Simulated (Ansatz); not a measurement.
**NaI: how the settings move a relaxation**

How sensitive is a relaxation of NaI to its settings? A reference run comes first, then one run with altered input.

Method: reference: DFT, r2SCAN, PAW with Ansatz's default frozen-core files, scalar-relativistic; relaxation of cell and atoms, in Ansatz 0.2.0.

**1. Starting point**

Symmetry: Fm-3m, No. 225, cubic system. The conventional cell has a = 6.473 Å, b = 6.473 Å, c = 6.473 Å, α = 90.00°, β = 90.00°, γ = 90.00°. Na (site symmetry m-3m) is surrounded by 6 I at 3.24 Å. I (site symmetry m-3m) has 6 Na at 3.24 Å as nearest neighbours.

Coordinates:

```
Na I
1.0
     0.00000    3.23640    3.23640
     3.23640    0.00000    3.23640
     3.23640    3.23640    0.00000
Na I
1 1
Direct
  0.00000 0.00000 0.00000
  0.50000 0.50000 0.50000
```

**2. Baseline**

File input.yaml:

```yaml
crystal:
  lattice:
    - [0.0, 3.2364, 3.2364]
    - [3.2364, 0.0, 3.2364]
    - [3.2364, 3.2364, 0.0]
  atoms:
    - { symbol: Na, position: [0.0, 0.0, 0.0] }
    - { symbol: I, position: [0.5, 0.5, 0.5] }
kpoints:
  mp_grid: { grid: [12, 12, 12] }
scf:
  occupations: { method: fermi_dirac, width: 0.05 }
hamiltonian:
  xc: r2scan
  pseudopotentials: { kind: paw }
relax:
  f_tol: 0.002
  max_steps: 80
  cell: {}
output:
  forces: true
  stress: true
```

Launch:

```console
ansatz run input.yaml --threads 1 --pin off --max-ram 1228MiB --backend cpu --events-out ev --progress --plain --runs-dir out
```

**3. A run with other settings**

input.yaml: that of step 2 with these lines changed.

```diff
@@ -9,5 +9,6 @@
 kpoints:
-  mp_grid: { grid: [12, 12, 12] }
+  mp_grid: { grid: [5, 5, 5] }
 scf:
-  occupations: { method: fermi_dirac, width: 0.05 }
+  occupations: { method: fixed }
+  n_extra_bands: 1
 hamiltonian:
@@ -22 +23,3 @@
   stress: true
+basis:
+  ecutrho_ratio: 12
```

(Steps that only read results are left out.)

**Question.** What will these runs give? Wanted: for each run, ending; energy change; pressure; gap; force.

**Answer**, as computed:

| run | ending | energy change | pressure (GPa) | gap (eV) | force (eV/Å) | cycles | time |
| --- | --- | --- | --- | --- | --- | --- | --- |
| reference | converged | 0 | 0.0 | 4.44 | 0.00 | 15 | 19 s |
| 1: mp_grid.grid [5, 5, 5], occupations.method fixed, n_extra_bands 1, ecutrho_ratio 12 | converged | +0.3 meV/atom (σ→0) | 0.0 | 4.44 | 0.00 | 16 | 20 s |

**Reading.** Changing the k-point mesh, smearing, band count and numerical grids hardly moves the energy: +0.3 meV/atom. The gap of the reference lacks spin-orbit coupling, though the cell holds I.
